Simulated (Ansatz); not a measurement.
**CH₅BTe (SMILES B[Te]C): functionals against CCSD(T) at one geometry**

A test off equilibrium: a structure displaced at random from a GFN2-xTB minimum is computed at several levels, and each is set against CCSD(T).

Program: Ansatz 0.2.0, Gaussian basis. Level of theory: single points in def2-TZVPP. These are calculated values, not measurements.

Correlated methods freeze the cores. Filled d shells of the heavier atoms are correlated. Core potentials replace the inner electrons past krypton, and spin-orbit coupling is left out.

## Step 1: The starting structure

SMILES `B[Te]C`, 8 atoms, charge 0, spin multiplicity 1.

Atoms are counted from 1 here; the program's logs count them from 0.

Bond lengths: B1–Te2 2.112 Å, B1–H4 1.184 Å, B1–H5 1.209 Å, Te2–C3 2.140 Å, C3–H6 1.078 Å, C3–H7 1.088 Å, C3–H8 1.100 Å. Angles: Te2–B1–H4 122.3°, Te2–B1–H5 121.2°, H4–B1–H5 116.5°, B1–Te2–C3 96.7°, Te2–C3–H6 108.7°, Te2–C3–H7 114.4°, Te2–C3–H8 111.5°, H6–C3–H7 109.7°, H6–C3–H8 107.4°, H7–C3–H8 105.0°.

Geometry (Å):

```xyz
8
charge 0, multiplicity 1
B    -0.69410    1.24760   -1.06680
Te   -1.22350    0.28580    0.73700
C     0.49020   -0.99050    0.85140
H    -1.37300    2.08250   -1.56180
H     0.32370    0.96170   -1.65350
H     1.37740   -0.38560    0.76030
H     0.51010   -1.78410    0.10710
H     0.54350   -1.50800    1.82040
```

## Step 2: CCSD(T)/def2-TZVPP

Input file run/in.yaml:

```yaml
crystal:
  periodic: [false, false, false]
  atoms:
    - {symbol: B, position_ang: [-0.694100, 1.247600, -1.066800]}
    - {symbol: Te, position_ang: [-1.223500, 0.285800, 0.737000]}
    - {symbol: C, position_ang: [0.490200, -0.990500, 0.851400]}
    - {symbol: H, position_ang: [-1.373000, 2.082500, -1.561800]}
    - {symbol: H, position_ang: [0.323700, 0.961700, -1.653500]}
    - {symbol: H, position_ang: [1.377400, -0.385600, 0.760300]}
    - {symbol: H, position_ang: [0.510100, -1.784100, 0.107100]}
    - {symbol: H, position_ang: [0.543500, -1.508000, 1.820400]}
basis:
  gaussian: {orbitals: def2-TZVPP}
correlation: {method: ccsd_t}
output: {forces: true}
```

The command line of these runs was not kept.

## Step 3: PBE0-D4/def2-TZVPP

run/in.yaml: that of step 2 with these lines changed.

```diff
@@ -13,3 +13,3 @@
   gaussian: {orbitals: def2-TZVPP}
-correlation: {method: ccsd_t}
-output: {forces: true}
+hamiltonian: {xc: pbe0, dispersion: d4}
+output: {forces: true, orbitals: {seedname: orbitals}}
```

## Step 4: wB97M-V/def2-TZVPP

run/in.yaml: that of step 3 with these lines changed.

```diff
@@ -13,3 +13,3 @@
   gaussian: {orbitals: def2-TZVPP}
-hamiltonian: {xc: pbe0, dispersion: d4}
-output: {forces: true, orbitals: {seedname: orbitals}}
+hamiltonian: {xc: {name: wB97M-V}}
+output: {forces: true}
```

## Step 5: r2SCAN-D4/def2-TZVPP

run/in.yaml: that of step 4 with these lines changed.

```diff
@@ -13,3 +13,3 @@
   gaussian: {orbitals: def2-TZVPP}
-hamiltonian: {xc: {name: wB97M-V}}
+hamiltonian: {xc: r2scan, dispersion: d4}
 output: {forces: true}
```

## Step 6: PBE-D4/def2-TZVPP

run/in.yaml: that of step 5 with these lines changed.

```diff
@@ -13,3 +13,3 @@
   gaussian: {orbitals: def2-TZVPP}
-hamiltonian: {xc: r2scan, dispersion: d4}
+hamiltonian: {xc: pbe, dispersion: d4}
 output: {forces: true}
```

## Step 7: BHLYP-D4/def2-TZVPP

run/in.yaml: that of step 6 with these lines changed.

```diff
@@ -13,3 +13,3 @@
   gaussian: {orbitals: def2-TZVPP}
-hamiltonian: {xc: pbe, dispersion: d4}
+hamiltonian: {xc: {name: BHLYP}, dispersion: d4}
 output: {forces: true}
```

## Step 8: B97M-V/def2-TZVPP

run/in.yaml: that of step 7 with these lines changed.

```diff
@@ -13,3 +13,3 @@
   gaussian: {orbitals: def2-TZVPP}
-hamiltonian: {xc: {name: BHLYP}, dispersion: d4}
+hamiltonian: {xc: {name: B97M-V}}
 output: {forces: true}
```

(Steps that only read results are left out.)

Q: Predict the outcome of this session. Wanted: energy less free atoms, CCSD(T)/def2-TZVPP; RMS force component; RMS force error; HOMO and LUMO, PBE0-D4; T1 diagnostic.

The runs gave:

```
                                  quantity                                                                                           value
energy less free atoms, CCSD(T)/def2-TZVPP                                                                                  -2567.3 kJ/mol
                       RMS force component                                                            0.307 to 0.383 eV/Å over the methods
                           RMS force error  PBE0-D4 0.031, wB97M-V 0.058, r2SCAN-D4 0.029, PBE-D4 0.112, BHLYP-D4 0.158, B97M-V 0.076 eV/Å
                    HOMO and LUMO, PBE0-D4                                                                              -6.79 and -1.55 eV
                             T1 diagnostic                                                                                           0.015
```

**Reading.** Against CCSD(T) the functionals' energies less atoms differ by -99.3 to -9.0 kJ/mol, PBE-D4 by -99.3 kJ/mol. The reference is not at the basis limit: in triple zeta CCSD(T) underbinds, which counts against methods that bind more; the gaps are no ranking. For forces r2SCAN-D4 does best and BHLYP-D4 worst. Frozen-core CCSD(T) forces in triple zeta carry basis errors of their own, and this is one geometry, so small gaps rank nothing.
